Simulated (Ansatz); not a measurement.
# H3IOSi: small, medium and large basis sets

How large a basis does H3IOSi need? Two functionals are run in growing sets.

Computed with Ansatz 0.2.0, Gaussian basis. Level: one geometry, several basis sets.

The runs, in order: PBE0-D4/def2-SVP; ωB97M-V/def2-SVP; PBE0-D4/def2-QZVPP; ωB97M-V/def2-QZVPP; the functionals' def2-TZVPP values are taken from earlier runs.

1 further run of the same task is left out (for a known fault of the program).

## 1. The relaxed structure

An earlier PBE0-D4 in a triple-zeta def2 set relaxation fixed the geometry. I takes the def2 core potential; no spin-orbit term is included.

SMILES `O[SiH2]I`, 6 atoms, charge 0, spin multiplicity 1.

Atoms are counted from 1 here; the program's logs count them from 0.

Bond lengths: O1–Si2 1.635 Å, O1–H4 0.959 Å, Si2–I3 2.446 Å, Si2–H5 1.482 Å, Si2–H6 1.475 Å. Angles: Si2–O1–H4 118.3°, O1–Si2–I3 111.4°, O1–Si2–H5 112.4°, O1–Si2–H6 106.3°, I3–Si2–H5 105.7°, I3–Si2–H6 108.7°, H5–Si2–H6 112.2°.

As a file:

```xyz
6
H3IOSi
O    -1.28607   -0.39058    0.09984
Si    0.22720    0.20947    0.25109
I     1.84028   -1.09697   -1.04308
H    -1.65049   -0.48988   -0.78147
H     0.33745    1.59818   -0.25361
H     0.57373    0.10579    1.68123
```

## 2. PBE0-D4 in def2-SVP

The input, in.yaml:

```yaml
crystal:
  periodic: [false, false, false]
  atoms:
    - {symbol: O, position_ang: [-1.286067, -0.390582, 0.099844]}
    - {symbol: Si, position_ang: [0.227199, 0.209466, 0.251085]}
    - {symbol: I, position_ang: [1.840275, -1.096969, -1.043077]}
    - {symbol: H, position_ang: [-1.650487, -0.489881, -0.781466]}
    - {symbol: H, position_ang: [0.337452, 1.598179, -0.253614]}
    - {symbol: H, position_ang: [0.573727, 0.105787, 1.681228]}
basis:
  gaussian: {orbitals: def2-SVP}
hamiltonian: {xc: pbe0, dispersion: d4}
output: {orbitals: {seedname: orbitals}}
```

Run with:

```sh
ansatz run in.yaml --threads 2 --pin off --events-out ev --progress --plain --max-ram 4352MiB
```

Further steps of the session: ωB97M-V in def2-SVP; PBE0-D4 in def2-QZVPP; ωB97M-V in def2-QZVPP.

Q: Predict the results of all the runs planned. Wanted: PBE0-D4: double and triple zeta above quadruple; ωB97M-V: double and triple zeta above quadruple.

As calculated:

| quantity | value |
| --- | --- |
| PBE0-D4: double and triple zeta above quadruple | 6.31, 0.43 eV |
| ωB97M-V: double and triple zeta above quadruple | 6.39, 0.41 eV |

In words: PBE0-D4 gains 5.88 eV from double to triple zeta, then 0.43 eV more. These are total energies; as a rule much of such shifts cancels in differences, which this series doesn't test. The LUMO of ωB97M-V is positive and keeps falling with the basis (1.93 to 1.11 eV): an unbound level that the basis holds in place.
